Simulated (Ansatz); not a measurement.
# AlOF2 (SMILES [O][Al]([F])[F]): UCCSD(T)/STO-3G

What is the vertical electron affinity of AlOF2 at UCCSD(T)/STO-3G? 

The results are computed with Ansatz 0.2.0.

## 1. The system as given

AlOF2 has 4 atoms, charge 0, and is taken as a doublet. As SMILES, `[O][Al]([F])[F]`. Geometry: relaxed at PBE0-D4/def2-TZVP.

Bond lengths: O1–Al2 1.725 Å, Al2–F3 1.631 Å, Al2–F4 1.631 Å. Angles: O1–Al2–F3 119.0°, O1–Al2–F4 119.0°, F3–Al2–F4 122.1°.

## 2. The energy at UCCSD(T)/STO-3G

Contents of input.yaml:

```yaml
crystal:
  periodic: [false, false, false]
  atoms:
    - {symbol: O, position_ang: [0.682900, -0.910900, 1.260000]}
    - {symbol: Al, position_ang: [-0.000600, 0.004300, -0.032400]}
    - {symbol: F, position_ang: [-1.477200, -0.401600, -0.592500]}
    - {symbol: F, position_ang: [0.850400, 1.247900, -0.655300]}
basis:
  gaussian:
    orbitals: STO-3G
accuracy: high
correlation:
  method: ccsd_t
  frozen_orbitals: {Al: 5, F: 1, O: 1}
scf:
  omitted_lower_state_checks: [cluster_reference, increment]
magnetization:
  spin_polarized: true
  initial_magnetization: 1
```

Command:

```
$ ansatz run input.yaml --threads 1 --pin off --max-ram 2610MiB --events-out events.jsonl --progress --plain --runs-dir runs
```

Output (excerpt; [...] marks lines left out):

```text
Warning: RAYON_NUM_THREADS=1 ignored (pool sized by the plan → 1); use --threads N
Functional definition: HF
  name "HF"
[...]
447 factors; integrals over basis functions are off by at most 2.6e-8 eV
[...]
mean field -13851.19911574 eV, -509.0221788234 hartree, gradient 3.6e-8 eV, S^2 0.755758; 5 other end points of the search recorded, 0 dependent functions left out
8 core orbitals not correlated: weight in the atoms' cores, before any rotation towards them, 1.000 or more for the frozen orbitals, at most 0.000 for the correlated occupied ones
reference -13851.19911574 eV, -509.0221788234 hartree; 12, 11 occupied and 4, 5 virtual orbitals, 447 factors
second order -1.85911659 eV of doubles, -0.00000000 eV of singles
cycle   1  -1.99770448 eV  change   -1.4e-1 eV  update   8.5e-2
[...]
cycle  26  -2.25775107 eV  change   3.4e-10 eV  update  7.3e-10
perturbative correction -0.18381654 eV, -0.0067551334 hartree
Total energy: -13853.64068335 eV, -509.1119047781 hartree
Checks for a lower state left out: cluster_reference, increment
```

Run time: 0.44 s. Hardware: 1 thread of Arm Neoverse V2, shared host.

## 3. The singlet anion at the same level

Contents of input.yaml:

```yaml
basis:
  gaussian:
    orbitals: STO-3G
crystal:
  periodic: [false, false, false]
  atoms:
    - {symbol: O, position_ang: [0.682900, -0.910900, 1.260000]}
    - {symbol: Al, position_ang: [-0.000600, 0.004300, -0.032400]}
    - {symbol: F, position_ang: [-1.477200, -0.401600, -0.592500]}
    - {symbol: F, position_ang: [0.850400, 1.247900, -0.655300]}
total_charge: -1
correlation:
  method: ccsd_t
  frozen_orbitals: {Al: 5, F: 1, O: 1}
accuracy: high
scf:
  omitted_lower_state_checks: [cluster_reference, increment]
```

Command:

```
$ ansatz run input.yaml --threads 1 --pin off --max-ram 2610MiB --events-out events.jsonl --progress --plain --runs-dir runs
```

Output (excerpt; [...] marks lines left out):

```text
Warning: RAYON_NUM_THREADS=1 ignored (pool sized by the plan → 1); use --threads N
[... 2 set-up lines as earlier in the session ...]
[...]
447 factors; integrals over basis functions are off by at most 2.6e-8 eV
[...]
mean field -13844.00788869 eV, -508.7579061039 hartree, gradient 2.2e-8 eV, S^2 0.000000; 0 other end points of the search recorded, 0 dependent functions left out
8 core orbitals not correlated: weight in the atoms' cores, before any rotation towards them, 1.000 or more for the frozen orbitals, at most 0.000 for the correlated occupied ones
reference -13844.00788869 eV, -508.7579061039 hartree; 12, 12 occupied and 4, 4 virtual orbitals, 447 factors
second order -2.72730636 eV of doubles, -0.00000000 eV of singles
cycle   1  -2.69939640 eV  change    2.8e-2 eV  update   1.5e-1
[...]
cycle  20  -3.15116832 eV  change   5.1e-10 eV  update   2.4e-9
perturbative correction -0.34268257 eV, -0.0125933523 hartree
Total energy: -13847.50173959 eV, -508.8863027560 hartree
Checks for a lower state left out: cluster_reference, increment
```

Wall time 0.2 s (1 thread of Arm Neoverse V2, shared host).

## 4. What came out

Level: UCCSD(T)/STO-3G, 8 core orbitals frozen.

| quantity | value |
| --- | --- |
| doublet AlOF2: total energy | -509.11190 Eh |
| doublet AlOF2: correlation energy (8 core orbitals frozen) | -89.7 mEh |
| doublet AlOF2: (T) correction | -6.76 mEh |
| doublet AlOF2: ⟨S²⟩ of the reference determinant | 0.756 |
| doublet AlOF2: T1 diagnostic | 0.016 |
| singlet anion: total energy | -508.88630 Eh |
| singlet anion: correlation energy (8 core orbitals frozen) | -128.4 mEh |
| singlet anion: (T) correction | -12.59 mEh |
| singlet anion: T1 diagnostic | 0.031 |
| vertical electron affinity (to the singlet anion) | -6.139 eV |

What this shows: The anion lies 6.14 eV (142 kcal/mol) above the neutral: the electron isn't bound at this level, and such a value depends on the basis. Without diffuse functions anions come out too high. In a minimal basis such a difference can be off by several eV, whatever the method. The triples (doublet AlOF2) make up 7.5 % of the correlation energy. The T1 diagnostic (singlet anion) of 0.031 is above the customary mark for such species, so a single reference may not serve. The triples (singlet anion) make up 9.8 % of the correlation energy.
